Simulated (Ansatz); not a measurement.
# C3H7AlGe: small, medium and large basis sets

The task here is to estimate one member of a computed series from the others.

Program: Ansatz 0.2.0, Gaussian basis. Level of theory: one geometry, several basis sets. These are calculated values, not measurements.

The runs, in order: PBE0-D4/def2-SVP; ωB97M-V/def2-SVP; PBE0-D4/def2-QZVPP; ωB97M-V/def2-QZVPP; the functionals' def2-TZVPP values are taken from earlier runs.

**The relaxed structure**

The geometry comes from an earlier relaxation with PBE0-D4 in a triple-zeta def2 set; it is a stationary point, not always the lowest conformer.

SMILES `[CH3][Ge]1([AlH2])[CH]=[CH]1`, 12 atoms, charge 0, spin multiplicity 1.

Atoms are counted from 1 here; the program's logs count them from 0.

Bond lengths: C1–Ge2 1.963 Å, C1–H6 1.091 Å, C1–H7 1.091 Å, C1–H8 1.091 Å, Ge2–Al3 2.435 Å, Ge2–C4 1.954 Å, Ge2–C5 1.954 Å, Al3–H9 1.589 Å, Al3–H10 1.586 Å, C4–C5 1.305 Å, C4–H11 1.083 Å, C5–H12 1.083 Å. Angles: Ge2–C1–H6 110.6°, Ge2–C1–H7 110.7°, Ge2–C1–H8 108.8°, H6–C1–H7 108.6°, H6–C1–H8 109.1°, H7–C1–H8 109.1°, C1–Ge2–Al3 126.7°, C1–Ge2–C4 114.5°, C1–Ge2–C5 114.5°, Al3–Ge2–C4 115.6°, Al3–Ge2–C5 115.5°, C4–Ge2–C5 39.0°, Ge2–Al3–H9 122.0°, Ge2–Al3–H10 117.5°, H9–Al3–H10 120.4°, Ge2–C4–C5 70.5°, Ge2–C4–H11 150.2°, C5–C4–H11 139.3° and more.

The first run:

The input, in.yaml:

```yaml
crystal:
  periodic: [false, false, false]
  atoms:
    - {symbol: C, position_ang: [-1.702183, 0.562888, 0.827561]}
    - {symbol: Ge, position_ang: [0.020049, -0.000183, 0.072743]}
    - {symbol: Al, position_ang: [2.095857, -0.356979, 1.294743]}
    - {symbol: C, position_ang: [-0.108306, -0.903197, -1.655147]}
    - {symbol: C, position_ang: [0.218258, 0.346989, -1.840114]}
    - {symbol: H, position_ang: [-2.059022, -0.165797, 1.556862]}
    - {symbol: H, position_ang: [-1.607760, 1.530972, 1.321607]}
    - {symbol: H, position_ang: [-2.430052, 0.644343, 0.019517]}
    - {symbol: H, position_ang: [2.196812, -0.140029, 2.865956]}
    - {symbol: H, position_ang: [3.366375, -0.817369, 0.463758]}
    - {symbol: H, position_ang: [-0.325369, -1.789856, -2.238087]}
    - {symbol: H, position_ang: [0.412243, 1.033115, -2.655398]}
basis:
  gaussian: {orbitals: def2-SVP}
hamiltonian: {xc: pbe0, dispersion: d4}
output: {orbitals: {seedname: orbitals}}
```

Run with:

```
ansatz run in.yaml --threads 4 --pin off --events-out ev --progress --plain --max-ram 10444MiB
```

Steps of the session up to this table: PBE0-D4 in def2-SVP; ωB97M-V in def2-SVP; PBE0-D4 in def2-QZVPP; ωB97M-V in def2-QZVPP.

One table of the session follows, with a row left open; its other results are not shown here.

It belongs to the step «Density functionals: the series». 

| functional | basis | HOMO (eV) | LUMO (eV) |
| --- | --- | --- | --- |
| PBE0-D4 | def2-SVP | -6.52 | -1.96 |
| PBE0-D4 | def2-TZVPP | -6.54 | -1.99 |
| PBE0-D4 | def2-QZVPP | ? | ? |
| ωB97M-V | def2-SVP | -8.50 | -0.28 |
| ωB97M-V | def2-TZVPP | -8.54 | -0.37 |
| ωB97M-V | def2-QZVPP | -8.55 | -0.47 |

Q: Estimate the row for PBE0-D4, def2-QZVPP from the others.

As computed: HOMO (eV): -6.55; LUMO (eV): -2.00. In the column «HOMO (eV)» it lies between ωB97M-V, def2-SVP (-8.50) and PBE0-D4, def2-TZVPP (-6.54).
